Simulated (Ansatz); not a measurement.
# C3H8Cl3HfN: the cost of one run

Computed with Ansatz 0.2.0, Gaussian basis. Level: the settings change from run to run.

1 further run of the same task is left out (it didn't finish).

## 1. The relaxed structure

An earlier PBE0-D4 in a triple-zeta def2 set relaxation fixed the geometry. Hf takes a core potential in def2 sets; no spin-orbit term is included.

SMILES `CC[N](C)[Hf]([Cl])([Cl])[Cl]`, 16 atoms, charge 0, spin multiplicity 1.

Atoms are counted from 1 here; the program's logs count them from 0.

Bond lengths: C1–C2 1.520 Å, C1–H9 1.092 Å, C1–H10 1.092 Å, C1–H11 1.092 Å, C2–N3 1.451 Å, C2–H12 1.099 Å, C2–H13 1.093 Å, N3–C4 1.451 Å, N3–Hf5 1.983 Å, C4–H14 1.095 Å, C4–H15 1.097 Å, C4–H16 1.098 Å, Hf5–Cl6 2.351 Å, Hf5–Cl7 2.341 Å, Hf5–Cl8 2.350 Å. Angles: C2–C1–H9 110.7°, C2–C1–H10 110.1°, C2–C1–H11 111.9°, H9–C1–H10 108.3°, H9–C1–H11 108.2°, H10–C1–H11 107.5°, C1–C2–N3 113.8°, C1–C2–H12 109.8°, C1–C2–H13 109.3°, N3–C2–H12 108.8°, N3–C2–H13 108.3°, H12–C2–H13 106.5°, C2–N3–C4 115.1°, C2–N3–Hf5 131.7°, C4–N3–Hf5 113.2°, N3–C4–H14 112.3°, N3–C4–H15 111.0°, N3–C4–H16 110.9° and more.

As a file:

```xyz
16

C     1.8505   -1.0152   -0.0030
C     1.0846    0.1639    0.5740
N    -0.2985    0.2336    0.1398
C    -1.1625   -0.8062    0.6658
Hf   -1.2500    1.5241   -1.0263
Cl   -2.9353    2.5143    0.2794
Cl    0.3250    3.0761   -1.7949
Cl   -2.2255    0.2868   -2.7702
H     1.8517   -0.9777   -1.0945
H     2.8867   -0.9936    0.3416
H     1.4210   -1.9704    0.3053
H     1.1100    0.1230    1.6721
H     1.5821    1.0938    0.2854
H    -0.8802   -1.8021    0.3086
H    -1.1564   -0.8051    1.7627
H    -2.2032   -0.6455    0.3543
```

## 2. B3LYP/def2-SVPD

Set apart from the defaults: a point charge of -1.00 e beside it.

Contents of in.yaml:

```yaml
crystal:
  periodic: [false, false, false]
  atoms:
    - {symbol: C, position_ang: [1.850507, -1.015230, -0.002951]}
    - {symbol: C, position_ang: [1.084644, 0.163911, 0.573961]}
    - {symbol: N, position_ang: [-0.298502, 0.233646, 0.139779]}
    - {symbol: C, position_ang: [-1.162484, -0.806233, 0.665788]}
    - {symbol: Hf, position_ang: [-1.250046, 1.524131, -1.026335]}
    - {symbol: Cl, position_ang: [-2.935313, 2.514268, 0.279398]}
    - {symbol: Cl, position_ang: [0.324989, 3.076131, -1.794900]}
    - {symbol: Cl, position_ang: [-2.225494, 0.286831, -2.770202]}
    - {symbol: H, position_ang: [1.851691, -0.977725, -1.094537]}
    - {symbol: H, position_ang: [2.886744, -0.993578, 0.341639]}
    - {symbol: H, position_ang: [1.421003, -1.970371, 0.305255]}
    - {symbol: H, position_ang: [1.110046, 0.123045, 1.672132]}
    - {symbol: H, position_ang: [1.582083, 1.093815, 0.285352]}
    - {symbol: H, position_ang: [-0.880224, -1.802055, 0.308611]}
    - {symbol: H, position_ang: [-1.156416, -0.805119, 1.762705]}
    - {symbol: H, position_ang: [-2.203218, -0.645468, 0.354294]}
basis:
  gaussian: {orbitals: def2-SVPD, point_charges: [{charge: -1.00, position_ang: [5.600, 0.361, 0.655]}]}
hamiltonian: {xc: {name: B3LYP}}
output: {forces: true}
```

Run with:

```bash
> ansatz run in.yaml --threads 4 --pin off --events-out ev --progress --plain --max-ram 66560MiB --backend cpu
```

**Question.** How long does this run take on 4 threads of AMD EPYC 7R13, shared host, and how much memory does it need?

About 11 s, with a peak of 1.2 GiB.
